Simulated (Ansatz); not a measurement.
# Ta3Cu (I4/mmm) in Ansatz: a series of runs

One crystal, Ta3Cu, is run at these levels: r2SCAN; tasks: relaxation of cell and atoms.

Program: Ansatz 0.2.0. These are calculated values, not measurements. Logs are shortened: lines on timing, memory, paths and dates and some standing lists are left out, and cuts for length are marked.

## (1) Starting point

The structure is tetragonal, space group I4/mmm (No. 139). The conventional cell has a = 4.013 Å, b = 4.013 Å, c = 8.416 Å, α = 90.00°, β = 90.00°, γ = 90.00°. Around Ta (site symmetry 4/mmm) lie 4 Cu at 2.84 Å and 8 Ta at 2.91 Å. Around Ta (site symmetry -4m2) lie 8 Ta at 2.84 to 2.91 Å and 4 Cu at 2.91 Å. Cu (site symmetry 4/mmm) has 12 Ta at 2.84 to 2.91 Å as nearest neighbours.

The cell comes from a database or a generator and needn't be the stable form of this composition.

## (2) Relaxation of cell and atoms, r2SCAN

Input file input.yaml:

```yaml
crystal:
  lattice:
    - [-2.006507, 2.006507, 4.20817]
    - [2.006507, -2.006507, 4.20817]
    - [2.006507, 2.006507, -4.20817]
  atoms:
    - { symbol: Ta, position: [0.5, 0.5, 0.0] }
    - { symbol: Ta, position: [0.25, 0.75, 0.5] }
    - { symbol: Ta, position: [0.75, 0.25, 0.5] }
    - { symbol: Cu, position: [0.0, 0.0, 0.0] }
hamiltonian:
  xc: r2scan
  pseudopotentials: { kind: paw }
kpoints:
  mp_grid: { grid: [9, 9, 9] }
scf:
  occupations: { method: fermi_dirac, width: 0.05 }
output:
  forces: true
  stress: true
  eigenvalues: true
relax:
  f_tol: 0.01
  max_steps: 40
  cell: { stress_tol: 0.05 }
```

Potentials or basis: Ansatz PAW.

The run is started by

```sh
$ ansatz run input.yaml --threads 2 --pin off --max-ram 5632MiB --backend cpu --events-out ev --progress --plain --runs-dir out
```

Output:

```text
Warning: RAYON_NUM_THREADS=2 ignored (pool sized by the plan → 2); use --threads N
Engine: ansatz 0.2.0, aarch64-unknown-linux-gnu
Pseudopotentials: kind: paw
Pseudopotential: Ta, paw, valence charge 13, recommended cutoff 500 eV (meta_gga), Ta.paw.azcp
Pseudopotential: Cu, paw, valence charge 19, recommended cutoff 500 eV (meta_gga), Cu.paw.azcp
Functional definition: r2SCAN
  parameter k0 = 0.174
  parameter k1 = 0.065
  parameter a1 = 4.9479
  exchange = r2scan_x(k0 = k0, k1 = k1, a1 = a1)
  correlation = r2scan_c
Crystal: 4 atoms, lattice volume = 67.770 Å³
Basis set: ecut = 500 eV, 1727 PW (Γ), exchange–correlation on 160×160×160 points (64 copies of the dense FFT grid, shifted against one another)
Bands: 35, of which v1, the nominal top of the filled ones, is band 29 counted from 1 (28 counted from 0)
Symmetry: 16 space group operations
Space group: I4/mmm (ITA 139), of the structure as read, at distance tolerance 4.1e-5 Å
k-points: 75 of 729
Non-local potential: Ta, projectors of the file, l = 0: 3, l = 1: 2, l = 2: 2, l = 3: 1
Non-local potential: Cu, projectors of the file, l = 0: 3, l = 1: 2, l = 2: 3, l = 3: 1
PAW form: soft (Blöchl's): semilocal exchange-correlation on the pseudo side does not see the compensation charge
PAW frozen core: Ta, regenerated for the run's functional (the file was generated under x = pbe(κ = 0.804, μ = 0.2195149727645171), c = pbe(β = 0.06672455060314922))
PAW frozen core: Cu, regenerated for the run's functional (the file was generated under x = pbe(κ = 0.804, μ = 0.2195149727645171), c = pbe(β = 0.06672455060314922))
PAW one-centre angular grid: Ta, 590 points (default); XC on 160 Gauss nodes
PAW one-centre angular grid: Cu, 590 points (default); XC on 160 Gauss nodes
Initial density: superposition of atomic densities (neutral atoms: chi_scale 0, normalization atom), corrected by the library's trained network
Initial wavefunctions: pseudopotential atomic-orbital guess
Functional: x = r2scan, c = r2scan; τ floored in thin density (d = 2e-4 eV/Å³)
SCF iter   1: F=—  HF=-36463.501201 eV  |F-HF|=—  |Δ(HF+E_count)|=         —  Δρ=2.57e-2  dr2=3.18e-1  dr2_τ=4.74e-2  ethr=1.77e-3  ⟨swp⟩=5.8  Hψ=9266  notcnv=0  defer=1
preconditioner: auto → Kerker (q_TF=auto, 2.658 Å⁻¹)  [metal: Δε(μ)=0.013 eV  Ē_g=5.093 eV  σ=0.050 eV  W_gap=0.07  n_scr=14 (ndim 8)  ℏωp=23.0 eV  f_vac=0.000  D(μ)=3.58/eV (n_scr^D=32)]
SCF iter   2: F=—  HF=-36463.582195 eV  |F-HF|=—  |Δ(HF+E_count)|=   8.10e-2  Δρ=2.54e-2  dr2=2.60e-1  dr2_τ=4.69e-3  ethr=5.48e-4  ⟨swp⟩=2.0  Hψ=5797  notcnv=0  defer=10
SCF iter   3: F=—  HF=-36463.534000 eV  |F-HF|=—  |Δ(HF+E_count)|=   4.82e-2  Δρ=6.06e-3  dr2=1.90e-2  dr2_τ=7.70e-4  ethr=4.48e-4  ⟨swp⟩=2.0  Hψ=3907  notcnv=0  defer=10
SCF iter   4: F=—  HF=-36463.536370 eV  |F-HF|=—  |Δ(HF+E_count)|=   2.37e-3  Δρ=3.74e-3  dr2=5.75e-3  dr2_τ=2.89e-4  ethr=3.28e-5  ⟨swp⟩=2.0  Hψ=4512  notcnv=0  defer=10
SCF iter   5: F=—  HF=-36463.536873 eV  |F-HF|=—  |Δ(HF+E_count)|=   5.03e-4  Δρ=2.31e-3  dr2=2.25e-3  dr2_τ=5.71e-5  ethr=9.91e-6  ⟨swp⟩=1.0  Hψ=2615  notcnv=0  defer=10
SCF iter   6: F=—  HF=-36463.536742 eV  |F-HF|=—  |Δ(HF+E_count)|=   1.31e-4  Δρ=5.27e-4  dr2=2.29e-4  dr2_τ=8.43e-6  ethr=3.87e-6  ⟨swp⟩=2.0  Hψ=3295  notcnv=0  defer=10
SCF iter   7: F=—  HF=-36463.536742 eV  |F-HF|=—  |Δ(HF+E_count)|=   1.63e-7  Δρ=3.29e-4  dr2=7.51e-5  dr2_τ=4.84e-7  ethr=3.94e-7  ⟨swp⟩=2.1  Hψ=3226  notcnv=0  defer=10
SCF iter   8: F=—  HF=-36463.536734 eV  |F-HF|=—  |Δ(HF+E_count)|=   7.37e-6  Δρ=7.44e-5  dr2=5.25e-6  dr2_τ=4.49e-8  ethr=1.29e-7  ⟨swp⟩=1.1  Hψ=2627  notcnv=0  defer=10
SCF iter   9: F=—  HF=-36463.536734 eV  |F-HF|=—  |Δ(HF+E_count)|=   4.97e-7  Δρ=1.95e-5  dr2=3.40e-7  dr2_τ=5.04e-9  ethr=9.05e-9  ⟨swp⟩=1.9  Hψ=2964  notcnv=0  defer=10
SCF iter  10: F=-36463.536734 eV  HF=-36463.536734 eV  |F-HF|=5.31e-10  |Δ(HF+E_count)|=   1.81e-8  Δρ=2.09e-6  dr2=2.79e-9  dr2_τ=2.10e-10  ethr=1.72e-10  ⟨swp⟩=5.1  Hψ=8669  notcnv=0
SCF 1 converged in 10 iterations: F = -36463.536734 eV  dr2 = 2.79e-9
relax step   1: F+E_penalty+E_count = -36463.53673375 eV  Δ(F+E_penalty+E_count) = +0.000e0 eV  max|allowed force component| = 3.903e-18 eV/Å  Δτ_max = 0.0000 Å  P = -2.779 GPa  Ω = 67.770 Å³  (10 SCF iters, dr2 threshold 1.00e-7 eV, accepted)
Crystal: 4 atoms, lattice volume = 64.398 Å³
Basis set: ecut = 500 eV, 1615 PW (Γ), exchange–correlation on 160×160×160 points (64 copies of the dense FFT grid, shifted against one another)
[... 55 lines left out ...]
relax step   5: F+E_penalty+E_count = -36463.54630493 eV  Δ(F+E_penalty+E_count) = -2.085e-6 eV  max|allowed force component| = 4.337e-18 eV/Å  Δτ_max = 0.0000 Å  P = +0.001 GPa  Ω = 66.773 Å³  energy of the carried Pulay correction = +3.969e-4 eV  (6 SCF iters, dr2 threshold 7.20e-9 eV, accepted)
Initial wavefunctions: pseudopotential atomic-orbital guess (no wavefunctions were taken with the density)
iter 1 solved again at ethr=1.43e-7 eV; its pass at ethr=3.10e-3 eV (dr2=8.27e-5 eV) is discarded
SCF iter   1: F=—  HF=-36463.545921 eV  |F-HF|=—  |Δ(HF+E_count)|=         —  Δρ=3.57e-5  dr2=1.10e-7  dr2_τ=9.38e-7  ethr=1.43e-7  ⟨swp⟩=3.9  Hψ=16196  notcnv=0
preconditioner: auto → Kerker (q_TF=auto, 2.665 Å⁻¹)  [metal: Δε(μ)=0.006 eV  Ē_g=5.037 eV  σ=0.050 eV  W_gap=0.03  n_scr=14 (ndim 8)  ℏωp=23.2 eV  f_vac=0.000  D(μ)=3.39/eV (n_scr^D=32)]
SCF iter   2: F=—  HF=-36463.545921 eV  |F-HF|=—  |Δ(HF+E_count)|=   7.69e-7  Δρ=3.16e-5  dr2=3.17e-7  dr2_τ=3.31e-8  ethr=1.89e-10  ⟨swp⟩=3.0  Hψ=5099  notcnv=0
SCF iter   3: F=—  HF=-36463.545921 eV  |F-HF|=—  |Δ(HF+E_count)|=   2.61e-8  Δρ=1.66e-5  dr2=7.31e-8  dr2_τ=1.54e-8  ethr=1.89e-10  ⟨swp⟩=2.0  Hψ=4779  notcnv=0
SCF iter   4: F=—  HF=-36463.545921 eV  |F-HF|=—  |Δ(HF+E_count)|=   1.57e-8  Δρ=2.31e-6  dr2=1.13e-9  dr2_τ=2.20e-10  ethr=1.26e-10  ⟨swp⟩=2.0  Hψ=4599  notcnv=0
SCF iter   5: F=—  HF=-36463.545921 eV  |F-HF|=—  |Δ(HF+E_count)|=   3.44e-9  Δρ=2.06e-6  dr2=1.65e-9  dr2_τ=5.76e-11  ethr=1.95e-12  ⟨swp⟩=2.0  Hψ=4769  notcnv=0
SCF iter   6: F=—  HF=-36463.545921 eV  |F-HF|=—  |Δ(HF+E_count)|=  2.11e-10  Δρ=5.72e-7  dr2=1.59e-10  dr2_τ=2.29e-11  ethr=1.95e-12  ⟨swp⟩=2.0  Hψ=3360  notcnv=0
SCF iter   7: F=-36463.545921 eV  HF=-36463.545921 eV  |F-HF|=1.46e-11  |Δ(HF+E_count)|=  1.46e-11  Δρ=7.10e-8  dr2=3.54e-12  dr2_τ=2.17e-13  ethr=1.00e-12  ⟨swp⟩=3.4  Hψ=8745  notcnv=0
SCF 6 converged in 7 iterations: F = -36463.545921 eV  dr2 = 3.54e-12
relax step   6: F+E_penalty+E_count = -36463.54592057 eV  Δ(F+E_penalty+E_count) = +3.844e-4 eV  max|allowed force component| = 4.770e-18 eV/Å  Δτ_max = 0.0000 Å  P = -0.003 GPa  Ω = 66.773 Å³  stress off target by 4.78e-3 GPa  SCF on the basis re-selected at this cell (its energy is not comparable with the rows above)  (7 SCF iters)
basis re-selected at this cell: Δ(F+E_penalty+E_count) = +3.844e-4 eV, ΔP = -0.004 GPa vs the last step (what re-selecting the basis moved, of the pressure what is left beyond the Pulay correction that the steps carried, after the strain that the cell walked since its last selection, with what the two solves' SCF thresholds leave and, on support functions, any second-order correction that the steps lacked; it is no measure of the basis error at this ecutwfc). This SCF's stress stands 4.78e-3 GPa from its target on what of the cell is left free (relax.cell.stress_tol is 5.00e-2 GPa) and its largest allowed force component is 4.77e-18 eV/Å (relax.f_tol is 1.00e-2 eV/Å): within both
SCF converged after 7 iterations
Free energy (F): -36463.545921 eV
Harris-Foulkes:  -36463.545921 eV  (|F-HF|=1.46e-11)
Internal energy: -36463.518026 eV  (E = F + TS)
E sigma→0 (E₀):  -36463.531973 eV
Entropy (-TS):   -0.027894 eV (-6.974 meV/atom)
Fermi energy:    18.259893 eV
--- Per-component energies (eV) ---
  E_band       = -739.972251
  E_kinetic    = 1398.773860
  E_local      = -6422.790461  (includes V_loc(G=0)·N_el)
  E_nonlocal   = 432.340747
  E_hartree    = 2720.030325
  E_xc         = -697.446955
  E_vxc        = -791.805176  (∫ρ·V_xc dr)
  E_paw        = -26940.024589  (= ΣΔE_a)
  E_vpaw       = -839.453594  (= ΣTr[D̂ρ^β])
  E_aug_tail   = 0.000381  (compensation charges beyond the density's cutoff)
  E_vtau       = 42.901442  (kinetic-family band-sum trace: ∫τ·v_τ [+ j·A + Jᵃ·Aᵃ] dr)
  E_ewald      = -6951.831387
  E_core_change = -2.569949  (= ΣΔE_core)
  E_smearing   = -0.027894  (= −TS)
  E_closure    = 0.000000  (closes the sum)
  Σ components = -36463.545921   (vs F -36463.545921, Δ=0.00e0)
--- Forces (eV/Å), atoms counted from 1 ---
  atom   1  Ta     0.00000000     0.00000000     0.00000000
  atom   2  Ta    -0.00000000     0.00000000     0.00000000
  atom   3  Ta     0.00000000     0.00000000     0.00000000
  atom   4  Cu    -0.00000000     0.00000000     0.00000000
  max |Σ_I F_I| component: 1.56e-17 eV/Å
--- Stress (GPa, compression-positive) ---
       -0.004783      -0.000000       0.000000
       -0.000000      -0.004783      -0.000000
        0.000000       0.000000      -0.000522
  P = ⅓ Tr σ = -0.0034 GPa (-0.034 kbar)
--- Band table (eV; the first three rows and the last of 75) ---
  k-point 0: bands = ["-98.6468", "-54.4574", "-54.4574", "-54.4023", "-51.2097", "-51.0715", "-51.0253", "-17.5346", "-17.3742", "-17.3742", "-17.1256", "-17.1256", "-16.9580", "-16.4969", "-16.4877", "-16.4877", "9.3245", "13.2586", "14.0547", "14.2566", "14.6128", "14.8609", "14.8609", "15.9492", "16.2243", "16.4953", "16.4953", "18.0582", "18.0582", "18.4164", "20.1947", "20.8103", "20.9632", "21.2447", "22.8646"]
  k-point 1: bands = ["-98.6468", "-54.4575", "-54.4574", "-54.4023", "-51.2010", "-51.0724", "-51.0330", "-17.5470", "-17.3554", "-17.2713", "-17.2026", "-17.1326", "-16.8918", "-16.6054", "-16.5061", "-16.4808", "9.6811", "13.5054", "14.2013", "14.3683", "14.7693", "14.8453", "14.9641", "15.5753", "16.1913", "16.5208", "16.7094", "17.7757", "17.9510", "18.3977", "19.3486", "20.9432", "21.0462", "21.3393", "22.4609"]
  k-point 2: bands = ["-98.6468", "-54.4576", "-54.4575", "-54.4023", "-51.1782", "-51.0752", "-51.0523", "-17.5945", "-17.3227", "-17.2828", "-17.1622", "-17.0044", "-16.8822", "-16.7966", "-16.5382", "-16.4656", "10.6687", "14.0264", "14.4503", "14.5030", "14.5775", "14.6476", "14.9151", "15.7800", "16.2298", "16.8420", "17.1813", "17.1957", "17.8031", "18.0523", "18.5311", "20.3716", "20.9946", "21.7482", "21.7658"]
  k-point 74: bands = ["-98.6468", "-54.4575", "-54.4574", "-54.4025", "-51.1531", "-51.1244", "-51.0295", "-17.5181", "-17.5152", "-17.1973", "-16.9544", "-16.9123", "-16.9071", "-16.8928", "-16.5601", "-16.5315", "12.1602", "12.2195", "13.3374", "13.5184", "14.0891", "14.1011", "14.5590", "15.5389", "15.9025", "16.6540", "16.8433", "17.0782", "18.7587", "19.3723", "20.3192", "21.1812", "21.4980", "21.7137", "22.2908"]
--- Relaxed structure (5 steps of the walk, 4 accepted, 1 SCFs on fresh bases) ---
  F+E_penalty+E_count = -36463.54592057 eV   max|allowed force component| = 4.770e-18 eV/Å   (the final SCF, on the basis selected at the relaxed cell)
  cell:  # Å, volume = 66.7733 Å³
    - [-1.9935709694605326, 1.9935709694605326, 4.200290263933272]
    - [1.9935709694605326, -1.9935709694605326, 4.200290263933272]
    - [1.9935709694605326, 1.9935709694605326, -4.200290263933272]
  atoms:
    - { symbol: Ta, position: [0.5, 0.5, -6.905640256114327e-36] }
    - { symbol: Ta, position: [0.25, 0.75, 0.5] }
    - { symbol: Ta, position: [0.75, 0.25, 0.5] }
    - { symbol: Cu, position: [8.558318770610412e-36, 2.6280821039627488e-37, -8.31894420586446e-36] }
```

It took 80 s on 2 threads of Arm Neoverse V1, shared host; peak memory 0.77 GiB.

What came out:

- Free energy: -36463.5459 eV
- Relaxed volume: 16.69 Å³/atom
- Relaxed cell: a = 5.059 Å, b = 5.059 Å, c = 5.059 Å, α = 133.58°, β = 133.58°, γ = 67.74°
- Space group after relaxing (to 0.05 Å): I4/mmm (No. 139)
- Energy gained by relaxing: 2.3 meV/atom
- Ionic steps: 5
- Pressure after relaxing: 0.0 GPa
- Band gap on the k mesh: none (metal or under the smearing width)

The path:
| step | energy change (eV) | largest force (eV/Å) | volume (Å³) |
| --- | --- | --- | --- |
| 1 | 0.0000 | 0.0000 | 67.77 |
| 2 | -0.0095 | 0.0000 | 66.82 |
| 3 | -0.0096 | 0.0000 | 66.77 |
| 4 | -0.0096 | 0.0000 | 66.77 |
| 5 | -0.0092 | 0.0000 | 66.77 |

Final structure:
```xyz
4
Lattice="-1.9936 1.9936 4.2003 1.9936 -1.9936 4.2003 1.9936 1.9936 -4.2003" Properties=species:S:1:pos:R:3 pbc="T T T"
Ta    0.0000    0.0000    4.2003
Ta    1.9936    0.0000    2.1001
Ta    0.0000    1.9936    2.1001
Cu    0.0000    0.0000    0.0000
```

Levels at points of the mesh, in eV from the Fermi level:
```tsv
k point	band 26	band 27	band 28	band 29	band 30	band 31	band 32	band 33
(0.00, 0.00, 0.00)	-1.76	-1.76	-0.20	-0.20	0.16	1.93	2.55	2.70
```

Caveat: the plane-wave basis is chosen anew once the cell has moved, so the energies of steps on either side of that aren't comparable; the PAW data sets come from PBE, with cores solved anew for the run's functional, which leaves a small shift of forces and pressure. Spin-orbit coupling is left out, which matters for the levels of Ta.

## (3) Relaxation of cell and atoms, r2SCAN, target pressure 2 GPa, at which the enthalpy is minimised

Edit input.yaml of step 2 so:

```diff
@@ -21,2 +21,6 @@
   eigenvalues: true
+  write_density: true
+  write_potential: true
+  elf: true
+  volumetric_format: npy
 relax:
@@ -24,2 +28,2 @@
   max_steps: 40
-  cell: { stress_tol: 0.05 }
+  cell: { stress_tol: 0.05, p_target: 2.0 }
```

Potentials or basis: Ansatz PAW.

The run is started by

```sh
$ ansatz run input.yaml --threads 2 --pin off --max-ram 5632MiB --backend cpu --events-out ev --progress --plain --runs-dir out
```

Run time: 92 s. Hardware: 2 threads of Arm Neoverse V1, shared host; peak memory 0.78 GiB.

Results (log left out):

| Property | Result |
| --- | --- |
| Free energy | -36463.5417 eV |
| Relaxed volume | 16.52 Å³/atom |
| Relaxed cell | a = 5.041 Å, b = 5.041 Å, c = 5.041 Å, α = 133.57°, β = 133.57°, γ = 67.77° |
| Space group after relaxing (to 0.05 Å) | I4/mmm (No. 139) |
| Energy change on relaxing (the enthalpy is what falls) | -1.3 meV/atom |
| Ionic steps | 5 |
| Pressure after relaxing | 2.0 GPa |
| Band gap on the k mesh | none (metal or under the smearing width) |

The path:
```tsv
step	energy change (eV)	largest force (eV/Å)	volume (Å³)
1	0.0000	0.0000	67.77
2	-0.0071	0.0000	66.24
3	-0.0055	0.0000	66.09
4	-0.0056	0.0000	66.09
5	-0.0050	0.0000	66.09
```

Final structure:
```yaml
crystal:
  lattice:
    - [-1.98711, 1.98711, 4.18469]
    - [1.98711, -1.98711, 4.18469]
    - [1.98711, 1.98711, -4.18469]
  atoms:
    - { symbol: Ta, position: [0.50000, 0.50000, 0.00000] }
    - { symbol: Ta, position: [0.25000, 0.75000, 0.50000] }
    - { symbol: Ta, position: [0.75000, 0.25000, 0.50000] }
    - { symbol: Cu, position: [0.00000, 0.00000, 0.00000] }
```

Levels at points of the mesh, in eV from the Fermi level:
| k point | band 26 | band 27 | band 28 | band 29 | band 30 | band 31 | band 32 | band 33 |
| --- | --- | --- | --- | --- | --- | --- | --- | --- |
| (0.00, 0.00, 0.00) | -1.79 | -1.79 | -0.21 | -0.21 | 0.16 | 1.98 | 2.58 | 2.73 |

Caveat: the plane-wave basis is chosen anew once the cell has moved, so the energies of steps on either side of that aren't comparable; the PAW data sets come from PBE, with cores solved anew for the run's functional, which leaves a small shift of forces and pressure. The run has no spin-orbit coupling, so splittings on Ta are missing.

## (4) Relaxation of cell and atoms, r2SCAN, target pressure 5 GPa, at which the enthalpy is minimised

Edit input.yaml of step 3 so:

```diff
@@ -21,6 +21,2 @@
   eigenvalues: true
-  write_density: true
-  write_potential: true
-  elf: true
-  volumetric_format: npy
 relax:
@@ -28,2 +24,2 @@
   max_steps: 40
-  cell: { stress_tol: 0.05, p_target: 2.0 }
+  cell: { stress_tol: 0.05, p_target: 5.0 }
```

The run is started by

```sh
$ ansatz run input.yaml --threads 2 --pin off --max-ram 5632MiB --backend cpu --events-out ev --progress --plain --runs-dir out
```

Run time: 82 s. Hardware: 2 threads of Arm Neoverse V1, shared host; peak memory 0.77 GiB.

Results (log left out):

```
Free energy                                            : -36463.5209 eV
Relaxed volume                                         : 16.28 Å³/atom
Relaxed cell                                           : a = 5.014 Å, b = 5.014 Å, c = 5.014 Å, α = 133.53°, β = 133.53°, γ = 67.82°
Space group after relaxing (to 0.05 Å)                 : I4/mmm (No. 139)
Energy change on relaxing (the enthalpy is what falls) : +4.0 meV/atom
Ionic steps                                            : 5
Pressure after relaxing                                : 5.0 GPa
Band gap on the k mesh                                 : none (metal or under the smearing width)
```

The path:
```tsv
step	energy change (eV)	largest force (eV/Å)	volume (Å³)
1	0.0000	0.0000	67.77
2	0.0053	0.0000	65.49
3	0.0155	0.0000	65.11
4	0.0149	0.0000	65.13
5	0.0159	0.0000	65.13
```

Final structure:
```cif
data_structure
_symmetry_space_group_name_H-M 'P 1'
_symmetry_Int_Tables_number 1
_cell_length_a 5.0143
_cell_length_b 5.0143
_cell_length_c 5.0143
_cell_angle_alpha 133.531
_cell_angle_beta 133.531
_cell_angle_gamma 67.822
_cell_volume 65.13
loop_
_atom_site_label
_atom_site_type_symbol
_atom_site_fract_x
_atom_site_fract_y
_atom_site_fract_z
_atom_site_occupancy
Ta1 Ta 0.50000 0.50000 0.00000 1
Ta2 Ta 0.25000 0.75000 0.50000 1
Ta3 Ta 0.75000 0.25000 0.50000 1
Cu1 Cu 0.00000 0.00000 0.00000 1
```

Levels at points of the mesh, in eV from the Fermi level:
```csv
k point,band 27,band 28,band 29,band 30,band 31,band 32
"(0.00, 0.00, 0.00)",-1.83,-0.21,-0.21,0.15,2.05,2.62
```

Caveat: the plane-wave basis is chosen anew once the cell has moved, so the energies of steps on either side of that aren't comparable; the PAW data sets come from PBE, with cores solved anew for the run's functional, which leaves a small shift of forces and pressure.

## (5) The runs side by side

| cell | target pressure (GPa) | gap on the mesh (eV) | pressure (GPa) |
| --- | --- | --- | --- |
| relaxed | 0 | none | 0.0 |
| relaxed to 2 GPa | 2 | none | 2.0 |
| relaxed to 5 GPa | 5 | none | 5.0 |

Alike in all rows: task relaxation of cell and atoms; level r2SCAN; potentials or basis Ansatz PAW; no spin polarisation; k mesh 9 × 9 × 9; cutoff (eV) 500; smearing fermi-dirac 0.05 eV.

Caveats: the plane-wave basis is chosen anew once the cell has moved, so the energies of steps on either side of that aren't comparable; the PAW data sets come from PBE, with cores solved anew for the run's functional, which leaves a small shift of forces and pressure.

Total energies depend on the potentials used, so only differences within one code and one set of settings carry meaning.
